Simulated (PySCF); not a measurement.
# [GeH3]-: NMR shifts, electronic excitations and spin-spin couplings at several levels of theory

Aim: compute the NMR shifts, electronic excitations and spin-spin couplings of [GeH3]- (`[H][Ge-]([H])[H]`) at several levels, and see how far they spread and what each costs.

Computed with PySCF 2.14.0, with density-fitted response routines of our own, on a single molecule in the gas phase. Atoms count from 0, in the outputs and in this text.

## (1) Starting geometry

4 atoms, charge -1, multiplicity 1; geometry from: GFN2-xTB.

Bonds of the start (Å): Ge0–H1 1.75, Ge0–H2 1.75, Ge0–H3 1.76.

## (2) Relaxing the molecule at PBE0-D3(BJ)/def2-SVP

The job: settings as JSON, then the geometry in Å.

```
{"job": {"xc": "PBE0", "basis": "def2-SVP", "d3": "d3bj", "grid": 1, "maxiter": 40, "kind": "geom"}, "charge": -1, "multiplicity": 1}
Ge    -0.007520     0.005800     0.768010
H      1.421950    -0.031460    -0.244430
H     -0.677460     1.249470    -0.271720
H     -0.736970    -1.223820    -0.251850
```

What it wrote:

```text
step   0  E = -2078.25471369  max force = 0.042707
step   1  E = -2078.26409458  max force = 0.006368
step   2  E = -2078.26425472  max force = 0.000685
step   3  E = -2078.26426381  max force = 0.000081
optimisation converged
```

Wall time 2 s (1 thread, shared host).

Step by step:

```
step  energy from step 0 (eV)  largest force component (eV/Å)
   0                   0.0000                          2.1961
   1                  -0.2553                          0.3275
   2                  -0.2596                          0.0352
   3                  -0.2599                          0.0042
```

Distances of close pairs at the start and the end, largest changes first:

```
  bond  before (Å)  after (Å)  change (Å)
Ge0–H3       1.756      1.620      -0.136
Ge0–H2       1.754      1.620      -0.134
Ge0–H1       1.752      1.620      -0.132
```

The next job starts from the end point, and lists it.

```
                         at the end point                   value
  point group (found at 0.08 Å tolerance)                     C3v
rotational constants (GHz, main isotopes)  99.386, 99.372, 91.849
```

## (3) Shielding tensors: PBE0/pcSseg-2+pcSseg-1

The job: settings as JSON, then the geometry in Å.

```
{"job": {"kind": "nmr", "xc": "PBE0", "basis": {"default": "pcSseg-1", "Ge": "pcSseg-2"}}, "charge": -1, "multiplicity": 1}
Ge    -0.005510     0.005629     0.672289
H      1.350382    -0.032378    -0.212843
H     -0.646006     1.181382    -0.239214
H     -0.698867    -1.154643    -0.220223
```

Level: GIAO PBE0/pcSseg-1 Ge:pcSseg-2 NMR shielding, non-relativistic, gas phase.

What it wrote:

```text
coarse grid: 14832 points
cycle   1  E = -2078.5263002332  dE = -9.667e-01  |g| = 9.076e-01  |ddm| = 1.468e+00
cycle   2  E = -2078.5359177759  dE = -9.618e-03  |g| = 8.495e-01  |ddm| = 7.239e-01
cycle   3  E = -2078.5681764955  dE = -3.226e-02  |g| = 1.162e-01  |ddm| = 1.832e-01
cycle   4  E = -2078.5692930221  dE = -1.117e-03  |g| = 2.821e-02  |ddm| = 1.039e-01
cycle   5  E = -2078.5694683985  dE = -1.754e-04  |g| = 1.748e-03  |ddm| = 3.541e-02
cycle   6  E = -2078.5694695622  dE = -1.164e-06  |g| = 5.341e-04  |ddm| = 3.965e-03
final grid: 29160 points
cycle   7  E = -2078.5694878722  dE = -6.793e-08  |g| = 4.249e-04  |ddm| = 1.386e-03
cycle   8  E = -2078.5694878995  dE = -2.725e-08  |g| = 3.291e-04  |ddm| = 9.734e-04
cycle   9  E = -2078.5694879430  dE = -4.354e-08  |g| = 6.395e-05  |ddm| = 4.405e-04
cycle  10  E = -2078.5694879434  dE = -3.879e-10  |g| = 5.933e-06  |ddm| = 2.996e-05
converged SCF energy = -2078.5694879434

GIAO shielding tensors (ppm)
atom      isotropic    diamagn.    paramagn.     s11        s22        s33       span
  0 Ge    1931.499    2759.039    -827.540   1882.020   1956.222   1956.254     74.234
  1 H       29.792      30.059      -0.267     24.217     25.818     39.342     15.125
  2 H       29.792      30.059      -0.267     24.216     25.818     39.342     15.125
  3 H       29.792      30.058      -0.266     24.217     25.818     39.341     15.124
```

Run time: 2.4 s. Hardware: 1 thread, shared host.

The references, computed at this level on geometries of the same kind, shield at (ppm): ¹H TMS 31.27. Their shielding less the atom's gives the shift. The references are single molecules in the gas phase. Atoms listed in one row are averaged.

```
     atoms              environment  σ (ppm)  δ (ppm)
H1, H2, H3  hydrogen on a germanium    29.79     1.47
       Ge0  germanium bonded to 3 H     1931        –
```

Charges from the same density, by scheme (e):

```
atoms  Mulliken    IAO  Hirshfeld  ESP fit
  Ge0     -0.58  -0.55      -0.40    -0.75
```

With diffuse functions Mulliken charges and Mayer bond orders lose their meaning; the other schemes are steadier.

## (4) Ultraviolet spectrum: CAM-B3LYP/def2-SVPD

The job: settings as JSON, then the geometry in Å.

```
{"job": {"kind": "uv", "xc": "CAM-B3LYP", "basis": "def2-SVPD", "ip": false, "nstates": 15}, "charge": -1, "multiplicity": 1}
Ge    -0.005510     0.005629     0.672289
H      1.350382    -0.032378    -0.212843
H     -0.646006     1.181382    -0.239214
H     -0.698867    -1.154643    -0.220223
```

Method: TDDFT CAM-B3LYP/def2-SVPD, vertical, gas phase, core orbitals frozen in the response.

What it wrote:

```text
coarse grid: 14832 points
cycle   1  E = -2078.6339055856  dE = -9.380e-01  |g| = 2.878e-01  |ddm| = 1.514e+00
cycle   2  E = -2078.6501433281  dE = -1.624e-02  |g| = 1.859e-01  |ddm| = 2.449e+00
cycle   3  E = -2078.6532253322  dE = -3.082e-03  |g| = 2.820e-02  |ddm| = 1.331e-01
cycle   4  E = -2078.6533837997  dE = -1.585e-04  |g| = 7.482e-03  |ddm| = 1.538e-01
cycle   5  E = -2078.6534054716  dE = -2.167e-05  |g| = 1.257e-03  |ddm| = 1.523e-01
cycle   6  E = -2078.6534075389  dE = -2.067e-06  |g| = 3.276e-04  |ddm| = 4.460e-02
final grid: 29160 points
cycle   7  E = -2078.6534081765  dE = -1.809e-07  |g| = 1.804e-04  |ddm| = 1.249e-02
cycle   8  E = -2078.6534082094  dE = -3.292e-08  |g| = 1.180e-04  |ddm| = 3.835e-03
cycle   9  E = -2078.6534082158  dE = -6.356e-09  |g| = 4.856e-05  |ddm| = 1.574e-03
cycle  10  E = -2078.6534082179  dE = -2.177e-09  |g| = 1.612e-05  |ddm| = 1.312e-03
cycle  11  E = -2078.6534082184  dE = -4.379e-10  |g| = 7.871e-07  |ddm| = 7.985e-04
converged SCF energy = -2078.6534082184

Static polarisability (au): isotropic 62.182, principal 58.814 58.816 68.916

Singlet excitations
state   eV       nm        f      main configurations
  1   3.6842    336.5   0.13724   H->L 0.99
  2   5.1358    241.4   0.10288   H->L+1 0.94
  3   5.1360    241.4   0.10291   H->L+2 0.94
  4   6.3205    196.2   0.00041   H->L+5 0.43, H-1->L 0.32, H->L+4 0.21
  5   6.3206    196.2   0.00046   H->L+4 0.43, H-2->L 0.32, H->L+5 0.21
  6   6.4172    193.2   0.24257   H-1->L 0.65, H->L+5 0.27
  7   6.4175    193.2   0.24252   H-2->L 0.65, H->L+4 0.27
  8   6.5329    189.8   0.23829   H->L+3 0.94
  9   7.3612    168.4   0.00000   H-1->L+2 0.47, H-2->L+1 0.47
 10   7.7541    159.9   0.04888   H->L+6 0.59, H-1->L+1 0.19, H-2->L+2 0.19
 11   7.8174    158.6   0.20051   H-2->L+2 0.24, H-1->L+1 0.23, H-2->L+1 0.18
 12   7.8174    158.6   0.20053   H-2->L+1 0.23, H-1->L+2 0.23, H-2->L+2 0.18
 13   8.1544    152.0   0.00269   H->L+7 0.88
 14   8.1546    152.0   0.00269   H->L+8 0.88
 15   8.5625    144.8   0.25997   H->L+6 0.32, H-2->L+2 0.24, H-1->L+1 0.24

Triplet excitations (Tamm-Dancoff, eV): 3.4365 4.1657 4.1659 5.9824
```

Run time: 1.7 s. Hardware: 1 thread, shared host.

Frontier orbitals and where they lie:

```
orbital     eV                       atoms
 HOMO−3  -9.84  Ge0 50 %, H1 17 %, H2 17 %
 HOMO−2  -3.76  Ge0 44 %, H2 34 %, H3 15 %
 HOMO−1  -3.76  Ge0 44 %, H1 30 %, H3 23 %
   HOMO  -1.07  Ge0 69 %, H2 10 %, H3 10 %
   LUMO   5.46    Ge0 82 %, H2 6 %, H3 6 %
 LUMO+1   7.14    Ge0 77 %, H3 9 %, H1 9 %
 LUMO+2   7.14   Ge0 77 %, H2 11 %, H1 6 %
```

With each of the 15 states as a Gaussian band of 0.4 eV half-width at 1/e, the curve within the window shown has maxima at 337 nm (ε 5,600), 242 nm (ε 8,300), 192 nm (ε 29,000), 159 nm (ε 19,000), 146 nm (ε 11,000) L/(mol cm). Beyond the last state computed it falls off for lack of states. The curve at chosen wavelengths:

(nm, ε (L/mol/cm)): (140, 6026), (150, 11248), (161, 17144), (171, 3282), (182, 13159), (192, 28782), (203, 14127), (213, 3027), (224, 3216), (234, 7039), (245, 8058), (255, 5252), (266, 2072), (276, 726), (287, 571), (297, 1252), (308, 2672), (318, 4153), (329, 5309), (339, 5534), (350, 4910), (360, 3886), (371, 2682), (381, 1758), (392, 1022), (402, 589)

Further results of this job:

```
           property  computed
polarisability (Å³)      9.21
 HOMO–LUMO gap (eV)      6.53
      −ε(HOMO) (eV)      1.07
```

## (5) J couplings: PBE/pcSseg-1+pcJ-1

The job: settings as JSON, then the geometry in Å.

```
{"job": {"kind": "j", "xc": "PBE", "basis": "pcJ-1"}, "charge": -1, "multiplicity": 1}
Ge    -0.005510     0.005629     0.672289
H      1.350382    -0.032378    -0.212843
H     -0.646006     1.181382    -0.239214
H     -0.698867    -1.154643    -0.220223
```

Method: PBE/pcJ-1 Ge:pcSseg-1 indirect spin-spin coupling, non-relativistic, gas phase.

What it wrote:

```text
coarse grid: 14832 points
cycle   1  E = -2078.2047788457  dE = -8.787e-01  |g| = 9.591e-01  |ddm| = 1.659e+00
cycle   2  E = -2078.2090601237  dE = -4.281e-03  |g| = 9.273e-01  |ddm| = 1.027e+00
cycle   3  E = -2078.2619277347  dE = -5.287e-02  |g| = 1.280e-01  |ddm| = 3.986e-01
cycle   4  E = -2078.2639963359  dE = -2.069e-03  |g| = 3.620e-02  |ddm| = 3.286e-01
cycle   5  E = -2078.2644176647  dE = -4.213e-04  |g| = 3.624e-03  |ddm| = 1.048e-01
cycle   6  E = -2078.2644240552  dE = -6.390e-06  |g| = 8.524e-04  |ddm| = 9.494e-03
final grid: 29160 points
cycle   7  E = -2078.2644444460  dE = -2.027e-08  |g| = 8.394e-04  |ddm| = 3.379e-03
cycle   8  E = -2078.2644443980  dE =  4.795e-08  |g| = 8.746e-04  |ddm| = 3.869e-03
cycle   9  E = -2078.2644447710  dE = -3.730e-07  |g| = 1.359e-04  |ddm| = 2.250e-03
cycle  10  E = -2078.2644447745  dE = -3.544e-09  |g| = 1.868e-05  |ddm| = 2.262e-04
cycle  11  E = -2078.2644447746  dE = -9.595e-11  |g| = 1.565e-06  |ddm| = 3.771e-05
converged SCF energy = -2078.2644447746

Indirect spin-spin couplings (Hz)
  i      j    bonds     total        FC       PSO       DSO        SD
  1 H    2 H    2     -9.694    -9.256     0.571    -1.075     0.067
  1 H    3 H    2     -9.687    -9.251     0.571    -1.074     0.067
  2 H    3 H    2     -9.672    -9.234     0.571    -1.076     0.067
```

Wall time 1.9 s (1 thread, shared host).

A choice of the couplings up to four bonds, sorted by the number of bonds, with means over like pairs; isotopes 1H:

```
 pair  bonds  J (Hz)  Fermi contact (Hz)
H1–H2      2    -9.7                -9.2
```

The response was solved for the nuclei of H alone, so couplings that need other nuclei can be missing.

Quadrupole couplings from the field gradients of the same density:

```
atom  isotope  eQq/h (MHz)     η
 Ge0     73Ge         69.4  0.00
```

Shifts (PBE0/pcSseg-2+pcSseg-1, unscaled) and these couplings together give the proton spectrum at 600 MHz below.

¹H NMR δ 1.47 (s, 3H).

## (6) Shielding tensors: B3LYP/pcSseg-2+pcSseg-1

The job: settings as JSON, then the geometry in Å.

```
{"job": {"kind": "nmr", "xc": "B3LYP", "basis": {"default": "pcSseg-1", "Ge": "pcSseg-2"}, "pop": false}, "charge": -1, "multiplicity": 1}
Ge    -0.005510     0.005629     0.672289
H      1.350382    -0.032378    -0.212843
H     -0.646006     1.181382    -0.239214
H     -0.698867    -1.154643    -0.220223
```

With the program's defaults for keys left out, this is: GIAO B3LYP/pcSseg-1 Ge:pcSseg-2 NMR shielding, non-relativistic, gas phase.

What it wrote:

```text
coarse grid: 14832 points
cycle   1  E = -2078.8509868430  dE = -9.462e-01  |g| = 9.709e-01  |ddm| = 1.459e+00
cycle   2  E = -2078.8546049746  dE = -3.618e-03  |g| = 9.722e-01  |ddm| = 7.729e-01
cycle   3  E = -2078.8979323519  dE = -4.333e-02  |g| = 1.235e-01  |ddm| = 2.121e-01
cycle   4  E = -2078.8992170842  dE = -1.285e-03  |g| = 3.295e-02  |ddm| = 1.277e-01
cycle   5  E = -2078.8994913233  dE = -2.742e-04  |g| = 1.978e-03  |ddm| = 4.567e-02
cycle   6  E = -2078.8994928541  dE = -1.531e-06  |g| = 5.749e-04  |ddm| = 3.971e-03
final grid: 29160 points
cycle   7  E = -2078.8995113490  dE = -5.639e-08  |g| = 4.864e-04  |ddm| = 1.396e-03
cycle   8  E = -2078.8995113752  dE = -2.627e-08  |g| = 4.045e-04  |ddm| = 1.176e-03
cycle   9  E = -2078.8995114430  dE = -6.780e-08  |g| = 5.510e-05  |ddm| = 5.667e-04
cycle  10  E = -2078.8995114435  dE = -4.375e-10  |g| = 7.557e-06  |ddm| = 3.880e-05
converged SCF energy = -2078.8995114435

GIAO shielding tensors (ppm)
atom      isotropic    diamagn.    paramagn.     s11        s22        s33       span
  0 Ge    1891.475    2758.301    -866.825   1848.185   1913.105   1913.136     64.951
  1 H       29.949      30.325      -0.376     24.467     26.058     39.322     14.856
  2 H       29.949      30.324      -0.375     24.466     26.058     39.322     14.856
  3 H       29.948      30.324      -0.375     24.466     26.058     39.321     14.855
```

It took 1.3 s on 1 thread, shared host.

In short: σ Ge0 1891, H1 29.95 ppm (means over like atoms).

## (7) Nuclear shieldings: PBE/pcSseg-2+pcSseg-1

The job: settings as JSON, then the geometry in Å.

```
{"job": {"kind": "nmr", "xc": "PBE", "basis": {"default": "pcSseg-1", "Ge": "pcSseg-2"}, "pop": false}, "charge": -1, "multiplicity": 1}
Ge    -0.005510     0.005629     0.672289
H      1.350382    -0.032378    -0.212843
H     -0.646006     1.181382    -0.239214
H     -0.698867    -1.154643    -0.220223
```

With the program's defaults for keys left out, this is: GIAO PBE/pcSseg-1 Ge:pcSseg-2 NMR shielding, non-relativistic, gas phase.

What it wrote:

```text
coarse grid: 14832 points
cycle   1  E = -2078.4527778553  dE = -8.864e-01  |g| = 1.149e+00  |ddm| = 1.487e+00
cycle   2  E = -2078.4347766312  dE =  1.800e-02  |g| = 1.322e+00  |ddm| = 9.462e-01
cycle   3  E = -2078.5191644586  dE = -8.439e-02  |g| = 1.601e-01  |ddm| = 3.109e-01
cycle   4  E = -2078.5212573454  dE = -2.093e-03  |g| = 5.827e-02  |ddm| = 2.167e-01
cycle   5  E = -2078.5222429882  dE = -9.856e-04  |g| = 4.530e-03  |ddm| = 8.755e-02
cycle   6  E = -2078.5222523772  dE = -9.389e-06  |g| = 1.394e-03  |ddm| = 9.588e-03
final grid: 29160 points
cycle   7  E = -2078.5222742021  dE =  2.197e-07  |g| = 1.583e-03  |ddm| = 4.137e-03
cycle   8  E = -2078.5222737648  dE =  4.373e-07  |g| = 1.836e-03  |ddm| = 4.926e-03
cycle   9  E = -2078.5222752017  dE = -1.437e-06  |g| = 2.292e-04  |ddm| = 2.849e-03
cycle  10  E = -2078.5222752108  dE = -9.073e-09  |g| = 3.313e-05  |ddm| = 1.933e-04
cycle  11  E = -2078.5222752110  dE = -2.333e-10  |g| = 2.282e-06  |ddm| = 4.127e-05
converged SCF energy = -2078.5222752110

GIAO shielding tensors (ppm)
atom      isotropic    diamagn.    paramagn.     s11        s22        s33       span
  0 Ge    1904.884    2758.805    -853.922   1845.197   1934.710   1934.744     89.547
  1 H       29.742      29.989      -0.247     24.189     25.776     39.261     15.072
  2 H       29.742      29.989      -0.247     24.188     25.776     39.261     15.072
  3 H       29.741      29.988      -0.247     24.188     25.776     39.259     15.071
```

Run time: 2.1 s. Hardware: 1 thread, shared host.

This run: σ Ge0 1905, H1 29.74 ppm (means over like atoms).

## (8) Side by side: NMR shifts

Isotropic shieldings (ppm), means over like atoms, with basis size and wall time:

```
                    run     H1   Ge0  functions   time
 PBE0/pcSseg-2+pcSseg-1  29.79  1931         78  2.4 s
B3LYP/pcSseg-2+pcSseg-1  29.95  1891         78  1.3 s
  PBE/pcSseg-2+pcSseg-1  29.74  1905         78  2.1 s
```

## (9) Outcome

| quantity | value |
| --- | --- |
| point group | C3v |
| rotational constants (main isotopes) | 99.39, 99.37, 91.85 GHz |
| ¹H shifts against TMS (PBE0/pcSseg-2+pcSseg-1, means over atoms taken as alike) | 1.47 ppm |
| shieldings of Ge (PBE0/pcSseg-2+pcSseg-1) | Ge0 1931.5 ppm |
| lowest singlet (CAM-B3LYP/def2-SVPD) | 3.68 eV (337 nm), f = 0.137 |
| brightest single state of those computed | state 15, 8.56 eV, f = 0.260 |
| lowest triplet | 3.44 eV |
| largest coupling of the table (PBE/pcSseg-1+pcJ-1) | ²J(H,H) H1–H2, -9.7 Hz |
| range of the shielding of Ge0 | 1891 to 1931 ppm |

In words: Single values in the summary come from the first run of each kind that ended normally (PBE0/pcSseg-2+pcSseg-1; CAM-B3LYP/def2-SVPD; PBE/pcSseg-1+pcJ-1), which need not be the best level. Relaxing lowered the energy by 0.260 eV in 3 steps; the close pair that moved most is Ge0–H3, from 1.756 to 1.620 Å. At PBE0/pcSseg-2+pcSseg-1: Shielding is most anisotropic at Ge0 (span 74 ppm, paramagnetic term -828 ppm). The first singlet state (HOMO→LUMO 0.99) lies at 3.68 eV and is bright; of the 15 states computed, the strongest absorption comes from states 6 to 7 together at 6.42 eV (the last state computed is bright too, and its partners may lie past the list). The lowest triplet lies 0.25 eV below the lowest singlet (triplets in Tamm-Dancoff, singlets in full TDDFT). The lowest singlet lies above −ε(HOMO); no detachment energy was computed, so the anion's states may not be bound. Of the pairs tabulated at PBE/pcSseg-1+pcJ-1, H1–H2 (mean over like pairs) couples most strongly (-9.7 Hz; Fermi contact -9.2 Hz). In ppm, Ge0 moves most: its shielding spreads over 40 ppm, from 1891 (B3LYP/pcSseg-2+pcSseg-1) to 1931 (PBE0/pcSseg-2+pcSseg-1). Spin-orbit coupling is left out, which matters for shieldings and couplings at and beside the heavy atoms. At PBE0/pcSseg-2+pcSseg-1 the HOMO lies above zero (+0.02 eV), as often for anions in the gas phase: self-interaction error lifts it, or the electron is held by the finite basis alone; counter-ions and solvent are missing.
